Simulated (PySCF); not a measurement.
# C6H8N2S: the cost of one run

Computed with PySCF 2.14.0 and routines of our own; the level stands in each step. Atoms count from 0.

## 1. The starting structure

17 atoms, charge 0, multiplicity 1; geometry from: GFN2-xTB.

## 2. Magnetic properties: GIAO BHandHLYP/pcSseg-1

Job settings and geometry (Å):

```
{"job": {"kind": "mag", "xc": "BHandHLYP", "basis": "pcSseg-1", "isotopologues": 0}, "charge": 0, "multiplicity": 1}
C     -2.252650    -1.042264    -0.473118
C     -1.610188     0.254377    -0.145956
S     -2.488412     1.723607     0.019438
N     -1.095954     2.569951     0.338126
N     -0.068779     1.852007     0.327088
C     -0.273509     0.546537     0.061494
C      0.851997    -0.394077     0.019484
C      1.994857    -0.196897     0.981722
C      2.189178     0.102015    -0.465645
H     -3.313013    -1.012303    -0.236033
H     -1.787044    -1.849890     0.089371
H     -2.144180    -1.261603    -1.536333
H      0.572437    -1.409743    -0.229910
H      2.458112    -1.077368     1.400650
H      1.923187     0.638490     1.660314
H      2.789606    -0.568856    -1.060903
H      2.247356     1.138048    -0.759699
```

With the program's defaults for keys left out, this is: GIAO BHandHLYP/pcSseg-1 magnetisability, rotational g tensor and spin-rotation constants, non-relativistic, gas phase.

Command:

```
$ OMP_NUM_THREADS=1 python excited_run.py task.json out
```

One launch serves the whole session: the jobs run in the order shown.

Q: Estimate the wall time and peak memory of this first job on 1 thread of Arm Neoverse N1, shared host.

About 70 s, with a peak of 0.98 GiB.
